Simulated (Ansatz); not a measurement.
**CH7NO2Si: a ladder of functionals and wavefunction methods**

Aim: compute CH7NO2Si with functionals from several rungs and with coupled cluster, and see how far each lands from CCSD(T) at the basis-set limit for the atomisation energy.

Computed with Ansatz 0.2.0, Gaussian basis. Level: functionals in def2-TZVPP, the program's frozen cores in correlated methods.

The runs, in order: PBE-D4, r2SCAN-D4, PBE0-D4, B3LYP-D4, ωB97X-V, ωB97M-V, B2PLYP; CCSD(T)/def2-TZVPP; MP2/def2-QZVPP; extrapolation to the limit.

## 1. Structure used throughout

An earlier PBE0-D4/def2-TZVP relaxation fixed the geometry.

12 atoms, charge 0, spin multiplicity 1.

Atoms are counted from 1 here; the program's logs count them from 0.

Bond lengths: O1–C2 1.433 Å, O1–H6 0.962 Å, C2–N3 1.419 Å, C2–H7 1.097 Å, C2–H8 1.096 Å, N3–Si4 1.729 Å, N3–H9 1.010 Å, Si4–O5 1.644 Å, Si4–H10 1.479 Å, Si4–H11 1.487 Å, O5–H12 0.962 Å. Angles: C2–O1–H6 108.8°, O1–C2–N3 109.8°, O1–C2–H7 109.2°, O1–C2–H8 109.8°, N3–C2–H7 109.0°, N3–C2–H8 110.3°, H7–C2–H8 108.6°, C2–N3–Si4 118.8°, C2–N3–H9 112.8°, Si4–N3–H9 117.1°, N3–Si4–O5 114.3°, N3–Si4–H10 109.0°, N3–Si4–H11 104.5°, O5–Si4–H10 105.9°, O5–Si4–H11 111.0°, H10–Si4–H11 112.2°, Si4–O5–H12 113.1°.

As a file:

```
O    -1.67868    0.08405   -0.24088
C    -0.80616   -1.02517    0.00498
N     0.33481   -0.58950    0.72676
Si    1.39479    0.56332   -0.00520
O     0.77365    2.08226   -0.11106
H    -2.41275   -0.21348   -0.78684
H    -0.48210   -1.44977   -0.95347
H    -1.33899   -1.79960    0.56891
H     0.15623   -0.48757    1.71555
H     2.61901    0.68156    0.81710
H     1.67617    0.00618   -1.35479
H    -0.15886    2.09271   -0.34697
```

## 2. PBE-D4 (GGA)

in.yaml reads:

```yaml
crystal:
  periodic: [false, false, false]
  atoms:
    - {symbol: O, position_ang: [-1.678684, 0.084053, -0.240875]}
    - {symbol: C, position_ang: [-0.806163, -1.025165, 0.004981]}
    - {symbol: N, position_ang: [0.334809, -0.589502, 0.726764]}
    - {symbol: Si, position_ang: [1.394786, 0.563325, -0.005203]}
    - {symbol: O, position_ang: [0.773647, 2.082261, -0.111059]}
    - {symbol: H, position_ang: [-2.412751, -0.213479, -0.786843]}
    - {symbol: H, position_ang: [-0.482097, -1.449773, -0.953465]}
    - {symbol: H, position_ang: [-1.338991, -1.799600, 0.568911]}
    - {symbol: H, position_ang: [0.156228, -0.487570, 1.715549]}
    - {symbol: H, position_ang: [2.619006, 0.681564, 0.817102]}
    - {symbol: H, position_ang: [1.676168, 0.006183, -1.354788]}
    - {symbol: H, position_ang: [-0.158859, 2.092705, -0.346974]}
basis:
  gaussian: {orbitals: def2-TZVPP}
hamiltonian: {xc: pbe, dispersion: d4}
output: {forces: true, orbitals: {seedname: orbitals}}
```

Launch:

```
$ ansatz run in.yaml --threads 4 --pin off --events-out ev --progress --plain --max-ram 10444MiB
```

The runs that follow: r2SCAN-D4 (meta-GGA); PBE0-D4 (hybrid); B3LYP-D4 (hybrid); ωB97X-V (range-separated); ωB97M-V (range-separated); B2PLYP (double hybrid); CCSD(T) in def2-TZVPP; MP2 in def2-QZVPP.

**Question.** What will the summary of the whole plan be? Wanted: atomisation energy, CCSD(T)/CBS; farthest; mean size of error, hybrid; mean size of error, range-separated; gap, smallest and largest; T1 diagnostic; triples share of the correlation energy.

**Answer**, as computed:

| quantity | value |
| --- | --- |
| atomisation energy, CCSD(T)/CBS | 4411.9 kJ/mol |
| functionals within 22.1 kJ/mol (0.5 %) | B3LYP-D4, ωB97X-V, ωB97M-V |
| farthest | B2PLYP (-63.4 kJ/mol) |
| mean size of error, hybrid | 30.4 kJ/mol |
| mean size of error, range-separated | 3.1 kJ/mol |
| gap, smallest and largest | 6.14 eV (PBE-D4), 12.78 eV (ωB97X-V) |
| T1 diagnostic | 0.0112 |
| triples share of the correlation energy | 3.5 % |

What this shows: PBE-D4 misses by +53.8 kJ/mol, or 4.9 kJ/mol for each of 11 bonds. Double hybrids carry the basis error of their MP2 part in triple zeta, and no dispersion term here, so their miss is partly the set-up's. Misses under about 22.1 kJ/mol are within the doubt on the reference itself, which lacks core-valence correlation, relativity and higher excitations. Hartree-Fock recovers 69 % of the binding; the rest is correlation. The gap grows from 6.1 to 12.8 eV across the functionals, mostly with the share of exact exchange.
